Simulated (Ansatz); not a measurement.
# PC4: the cost of one run

Method: DFT PBE, scalar-relativistic, plane waves, PAW, in Ansatz 0.2.0.

### Step 1. The system as given

The structure is tetragonal, space group I4/mmm (No. 139). The conventional cell has a = 4.008 Å, b = 4.008 Å, c = 9.825 Å, α = 90.00°, β = 90.00°, γ = 90.00°. P (site symmetry 4/mmm) has 16 C at 3.05 to 3.17 Å in its first shell of neighbours. C (site symmetry -4m2) has 4 C at 2.40 Å in its first shell of neighbours. C (site symmetry 4mm) is surrounded by 5 C at 2.26 to 2.40 Å.

As a file:

```xyz
5
Lattice="-2.0041 2.0041 4.9124 2.0041 -2.0041 4.9124 2.0041 2.0041 -4.9124" Properties=species:S:1:pos:R:3 pbc="T T T"
P     0.0000    0.0000    0.0000
C     2.0041    0.0000    2.4562
C     0.0000    2.0041    2.4562
C     0.0000    0.0000    3.7814
C     0.0000    0.0000    6.0433
```

The cell is invented: species swapped into a database cell of SrIn4 (I4/mmm, No. 139), with P on the Sr sites and C on the In sites. Its size is a rough estimate.

### Step 2. The guess as it stands, on a coarse mesh

Input file input.yaml:

```yaml
crystal:
  lattice:
    - [-2.00410266, 2.00410266, 4.91238244]
    - [2.00410266, -2.00410266, 4.91238244]
    - [2.00410266, 2.00410266, -4.91238244]
  atoms:
    - { symbol: P, position: [0.0, 0.0, 0.0] }
    - { symbol: C, position: [0.25, 0.75, 0.5] }
    - { symbol: C, position: [0.75, 0.25, 0.5] }
    - { symbol: C, position: [0.38488805, 0.38488805, 0.0] }
    - { symbol: C, position: [0.61511195, 0.61511195, 0.0] }
basis:
  ecutwfc: 420
kpoints:
  mp_grid: { grid: [6, 6, 6] }
hamiltonian:
  xc: pbe
scf:
  occupations: { method: gaussian, width: 0.1 }
  lower_state_search: "off"
output:
  forces: true
  stress: true
  eigenvalues: true
```

Command:

```console
$ ansatz run input.yaml --threads 1 --pin off --max-ram 2560MiB --backend cpu --events-out ev --progress --plain --runs-dir out
```

Q: Estimate wall time and peak memory on 1 thread of Intel Xeon at 2.50GHz (Skylake/Cascade Lake), shared host.

About 4.1 s, with a peak of 0.35 GiB.
